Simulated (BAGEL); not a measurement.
**AlF3 (SMILES [F][Al]([F])[F]), run twice**

Aim: a geometry optimisation of AlF3 at RI-MP2/def2-SVPD (density fitting with svp-jkfit).

The results are computed with BAGEL 1.2.2.

12 further runs of the same task are left out: 4 that didn't finish, 8 set aside as unsound or not needed.

## Step 1: The structure to begin with

AlF3 has 4 atoms, charge 0, and is taken as a singlet. SMILES: `[F][Al]([F])[F]`. All atoms were displaced at random from a relaxed shape. The run starts from this shape.

Bond lengths: Al1–F2 1.709 Å, Al1–F3 1.550 Å, Al1–F4 1.670 Å. Angles: F2–Al1–F3 117.4°, F2–Al1–F4 115.2°, F3–Al1–F4 127.3°.

## Step 2: First attempt

The input, mp2.json:

```json
{ "bagel" : [

{
  "title" : "molecule",
  "basis" : "def2-svpd.json",
  "df_basis" : "svp-jkfit",
  "geometry" : [
    { "atom" : "Al", "xyz" : [    -0.02478943,     0.06344189,    -0.03493537 ] },
    { "atom" : "F", "xyz" : [     3.19754510,    -0.04473549,     0.14525002 ] },
    { "atom" : "F", "xyz" : [    -1.28663893,     2.70727834,    -0.04582964 ] },
    { "atom" : "F", "xyz" : [    -1.46625551,    -2.74440768,     0.00977933 ] }
  ]
},

{
  "title" : "optimize",
  "opttype" : "energy",
  "internal" : false,
  "maxiter" : 2,
  "method" : [
    {
      "title" : "mp2",
      "ncore" : 8
    }
  ]
}

]}
```

The basis set def2-SVPD is read from a file made from the Basis Set Exchange's data (not shown).

Started as:

```sh
$ BAGEL_NUM_THREADS=1 BAGEL mp2.json > mp2.out
```

Output:

```text
* using 1 threads per process

  ===============================================================
  ===============================================================

  *** Geometry ***

  { "atom" : "Al", "xyz" : [     -0.024789,      0.063442,     -0.034935 ] },
  { "atom" : "F", "xyz" : [      3.197545,     -0.044735,      0.145250 ] },
  { "atom" : "F", "xyz" : [     -1.286639,      2.707278,     -0.045830 ] },
  { "atom" : "F", "xyz" : [     -1.466256,     -2.744408,      0.009779 ] },

  Number of auxiliary basis functions:      359

  Since a DF basis is specified, we compute 2- and 3-index integrals:
    o Being stored without compression. Storage requirement is 0.025 GB

  Number of basis functions:       93
  Number of electrons      :       40

    * METHOD: MOLECULE                             0.12

    * Use approximate Hessian for optimization

  *** RHF ***

[... 11 lines left out ...]
    * SCF iteration converged.
[... 1 line left out ...]
    * Permanent dipole moment:
[... 6 lines left out ...]
      MP2 correlation energy:   -0.6508667405
[... 1 line left out ...]
    * Permanent dipole moment: MP2 unrelaxed
[... 10 lines left out ...]
    * Permanent dipole moment: MP2 relaxed
[... 21 lines left out ...]
  === Convergence status ===

                         Maximum     Tolerance   Converged?
  * Gradient            0.085494      0.000300           No
  * Displacement        0.083804      0.001200           No
  * Energy change    -540.808371      0.000001           No

  *** Geometry optimization started ***
     iter         energy               grad rms       time

      1       -540.80837079          0.04139430        1.97

  *** Geometry ***

  { "atom" : "Al", "xyz" : [     -0.024789,      0.063442,     -0.034935 ] },
  { "atom" : "F", "xyz" : [      3.197545,     -0.044735,      0.145250 ] },
  { "atom" : "F", "xyz" : [     -1.286639,      2.707278,     -0.045830 ] },
  { "atom" : "F", "xyz" : [     -1.466256,     -2.744408,      0.009779 ] },

    * METHOD: OPTIMIZE                             1.97

  ===============================================================
```

It took 2.2 s on 1 thread of Arm Neoverse V1, shared host; peak memory 0.17 GiB.

## Step 3: Reading the log

The iterations ended before the threshold was met.

What is wrong: the iteration cap is too low for convergence. To mend it: opt max iter 40 in place of 2.

## Step 4: Second attempt

The input, input.json:

```json
{ "bagel" : [

{
  "title" : "molecule",
  "basis" : "def2-svpd.json",
  "df_basis" : "svp-jkfit",
  "angstrom" : false,
  "geometry" : [
    { "atom" : "Al", "xyz" : [    -0.02478943,     0.06344189,    -0.03493537 ] },
    { "atom" : "F", "xyz" : [     3.19754510,    -0.04473549,     0.14525002 ] },
    { "atom" : "F", "xyz" : [    -1.28663893,     2.70727834,    -0.04582964 ] },
    { "atom" : "F", "xyz" : [    -1.46625551,    -2.74440768,     0.00977933 ] }
  ]
},

{
  "title" : "optimize",
  "internal" : false,
  "maxiter" : 40,
  "method" : [
    { "title" : "mp2", "charge" : 0, "ncore" : 8 }
  ]
}

]}
```

The basis set def2-SVPD is read from a file made from the Basis Set Exchange's data (not shown).

Started as:

```sh
$ BAGEL_NUM_THREADS=1 BAGEL input.json > input.out
```

Output:

```text
* using 1 threads per process

  ===============================================================
  ===============================================================

  *** Geometry ***

  { "atom" : "Al", "xyz" : [     -0.024789,      0.063442,     -0.034935 ] },
  { "atom" : "F", "xyz" : [      3.197545,     -0.044735,      0.145250 ] },
  { "atom" : "F", "xyz" : [     -1.286639,      2.707278,     -0.045830 ] },
  { "atom" : "F", "xyz" : [     -1.466256,     -2.744408,      0.009779 ] },

  Number of auxiliary basis functions:      359

  Since a DF basis is specified, we compute 2- and 3-index integrals:
    o Being stored without compression. Storage requirement is 0.025 GB

  Number of basis functions:       93
  Number of electrons      :       40

    * METHOD: MOLECULE                             0.12

    * Use approximate Hessian for optimization

  *** RHF ***

[... 11 lines left out ...]
    * SCF iteration converged.
[... 1 line left out ...]
    * Permanent dipole moment:
[... 6 lines left out ...]
      MP2 correlation energy:   -0.6508667405
[... 1 line left out ...]
    * Permanent dipole moment: MP2 unrelaxed
[... 10 lines left out ...]
    * Permanent dipole moment: MP2 relaxed
[... 21 lines left out ...]
  === Convergence status ===

                         Maximum     Tolerance   Converged?
  * Gradient            0.085494      0.000300           No
  * Displacement        0.083804      0.001200           No
  * Energy change    -540.808371      0.000001           No

  *** Geometry optimization started ***
     iter         energy               grad rms       time

      1       -540.80837079          0.04139430        2.02
      2       -540.81834237          0.00591952        1.97
      3       -540.81872767          0.00285072        1.86
[... 29 lines of this table left out ...]
     33       -540.81929117          0.00007276        1.92

  *** Geometry ***

  { "atom" : "Al", "xyz" : [      0.091897,      0.002454,      0.013028 ] },
  { "atom" : "F", "xyz" : [      3.235696,     -0.045312,      0.146872 ] },
  { "atom" : "F", "xyz" : [     -1.601863,     -1.148046,      2.403191 ] },
  { "atom" : "F", "xyz" : [     -1.357730,      1.199587,     -2.510144 ] },

    * METHOD: OPTIMIZE                            62.37

  ===============================================================
```

Wall time 63 s (1 thread of Arm Neoverse V1, shared host); peak memory 0.22 GiB.

The path in brief:

| step | energy from the first frame kept (eV) | largest force (eV/Å) |
| --- | --- | --- |
| 0 | 0.0000 | 5.5873 |
| 2 | -0.2818 | 0.3639 |
| 4 | -0.2914 | 0.2092 |
| 6 | -0.2948 | 0.2826 |
| 8 | -0.2968 | 0.0523 |
| 10 | -0.2971 | 0.0229 |
| 12 | -0.2969 | 0.1256 |
| 14 | -0.2971 | 0.0215 |
| 16 | -0.2971 | 0.0155 |
| 18 | -0.2971 | 0.0192 |
| 20 | -0.2971 | 0.0246 |
| 22 | -0.2971 | 0.0135 |
| 24 | -0.2972 | 0.0103 |
| 26 | -0.2866 | 0.9227 |
| 28 | -0.2963 | 0.2123 |
| 30 | -0.2965 | 0.0876 |
| 32 | -0.2972 | 0.0102 |

After the run. Bond lengths: Al1–F2 1.665 Å, Al1–F3 1.665 Å, Al1–F4 1.665 Å. Angles: F2–Al1–F3 120.0°, F2–Al1–F4 120.0°, F3–Al1–F4 120.0°.

## Step 5: Results

At RI-MP2/def2-SVPD (density fitting with svp-jkfit):

| quantity | value |
| --- | --- |
| total energy at the end | -540.81929 Eh |

What this shows: The optimisation took 33 steps and changed the energy by -0.297 eV.
